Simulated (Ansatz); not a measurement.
# O on ZrC (100)

This session takes ZrC and sets out to cut and relax a (100) slab, then compare the adsorption sites of O.

Program: Ansatz 0.2.0. Level of theory: DFT PBEsol, scalar-relativistic, plane waves, PAW. These are calculated values, not measurements.

### 1 The starting structure

The structure is cubic, space group Fm-3m (No. 225). Conventional cell: a = 4.669 Å, b = 4.669 Å, c = 4.669 Å, α = 90.00°, β = 90.00°, γ = 90.00°. Zr (site symmetry m-3m) is surrounded by 6 C at 2.33 Å. C (site symmetry m-3m) is surrounded by 6 Zr at 2.33 Å.

Coordinates:

```
Zr C
1.0
     0.00000    2.33453    2.33453
     2.33453    0.00000    2.33453
     2.33453    2.33453    0.00000
Zr C
1 1
Direct
  0.50000 0.50000 0.50000
  0.00000 0.00000 0.00000
```

It is the result of an earlier relaxation at this level (volume 12.72 Å³/atom; gap on the mesh: none (metal)).

### 2 Cutting the slab

Miller indices refer to the conventional cell of the relaxed bulk, Fm-3m (No. 225): a = 4.669 Å, b = 4.669 Å, c = 4.669 Å, α = 90.00°, β = 90.00°, γ = 90.00°.

A (100) slab, 7.0 Å thick as cut, with 17 Å of vacuum; its outer planes are ZrC (top) and ZrC (bottom).

The slab as cut. Its planes from the bottom up:

| plane | atoms per cell | height over the lowest (Å) |
| --- | --- | --- |
| 1 | ZrC | 0.00 |
| 2 | ZrC | 2.33 |
| 3 | ZrC | 4.67 |
| 4 | ZrC | 7.00 |

### 3 The clean surface, relaxed

input.yaml reads:

```yaml
crystal:
  lattice:
    - [3.3015289951, 0.0, 0.0]
    - [0.0, 3.3015289951, 0.0]
    - [0.0, 0.0, 24.0036006222]
  atoms:
    - { symbol: Zr, position: [0.0, 0.0, 0.3541135405] }
    - { symbol: C, position: [0.5, 0.5, 0.3541135405] }
    - { symbol: Zr, position: [0.5, 0.5, 0.4513711802] }
    - { symbol: C, position: [0.0, 0.0, 0.4513711802] }
    - { symbol: Zr, position: [0.0, 0.0, 0.5486288198] }
    - { symbol: C, position: [0.5, 0.5, 0.5486288198] }
    - { symbol: Zr, position: [0.5, 0.5, 0.6458864595] }
    - { symbol: C, position: [0.0, 0.0, 0.6458864595] }
basis:
  ecutwfc: 420
kpoints:
  mp_grid: { grid: [9, 9, 1] }
hamiltonian:
  xc: pbesol
scf:
  occupations: { method: gaussian, width: 0.1 }
output:
  forces: true
  eigenvalues: true
relax:
  adjacent_minimum: "off"
  f_tol: 0.03
  max_steps: 70
  constraints: [{ sites: [0, 1, 2, 3] }]
efield:
  axis: 3
  dipole_correction: true
```

The session goes on with these runs: start: O, top (C); O at the hollow (nearest C) site; O put at a bridge (Zr-C) site.

**Question.** What will these runs give? Wanted: clean slab: work function; clean slab: dipole along +c; O: lowest end.

As calculated:

| quantity | value |
| --- | --- |
| clean slab: work function | 4.02 eV (top face), 3.73 eV (bottom face) |
| clean slab: dipole along +c | -0.018 e·Å per cell |
| O: lowest end | E_ads -6.34 eV, from the bridge (Zr-C) start, 2 bonded, 1.20 Å high |

**Reading.** The strongest binding of O is 6.34 eV, a strong chemical bond when counted from the free atom, not from the element's molecule or solid; the ends span 1.95 eV. It raises the work function by 0.43 eV, as a dipole layer with its negative end outwards does. The slab runs have no spin polarisation, while the free adsorbate has its spin; a moment that survived on the surface would lower E_ads. A start on a symmetric site keeps its symmetry, so an end may be a saddle point and not a minimum.
